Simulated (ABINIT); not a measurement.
TiPd:

```
CELL_PARAMETERS angstrom
2.81471 0.00000 0.00000
0.00000 2.81471 0.00000
0.00000 0.00000 3.86576
ATOMIC_POSITIONS crystal
Pd 0.50000 0.50000 0.50000
Ti 0.00000 0.00000 0.00000
```

The cell comes from a database or a generator and needn't be the stable form of this composition.

- Program: ABINIT 10.8.3 (patched build)
- Task: relaxation of cell and atoms
- Functional: RPBE
- Potentials or basis: JTH PAW PBE v2.0
- Cutoff: 707 eV
- k mesh: 7 × 7 × 6
- Occupations: fermi-dirac, width 0.05 eV
- Spin: no spin polarisation

At the start: pressure 7.4 GPa; volume 15.31 Å³/atom.

How do energy, volume and symmetry change on relaxing?

Over 6 steps the energy falls by 17.0 meV/atom and the volume is 16.06 Å³/atom (+4.9 %); space group P4/mmm (No. 123, to 0.05 Å).

Step by step:
```tsv
step	energy change (eV)	largest force (eV/Å)	pressure (GPa)	volume (Å³)
1	0.0000	0.0000	7.39	30.63
2	-0.0240	0.0000	3.66	31.32
3	-0.0333	0.0000	0.19	32.06
4	-0.0336	0.0000	-0.07	32.12
5	-0.0339	0.0000	-0.17	32.15
6	-0.0340	0.0000	0.00	32.12
```

Final structure:
```cif
data_structure
_symmetry_space_group_name_H-M 'P 1'
_symmetry_Int_Tables_number 1
_cell_length_a 2.8741
_cell_length_b 2.8741
_cell_length_c 3.8881
_cell_angle_alpha 90.000
_cell_angle_beta 90.000
_cell_angle_gamma 90.000
_cell_volume 32.12
loop_
_atom_site_label
_atom_site_type_symbol
_atom_site_fract_x
_atom_site_fract_y
_atom_site_fract_z
_atom_site_occupancy
Pd1 Pd 0.50000 0.50000 0.50000 1
Ti1 Ti 0.00000 0.00000 0.00000 1
```

Caveat: the PAW data sets were made with another functional, which shifts forces and pressure a little.
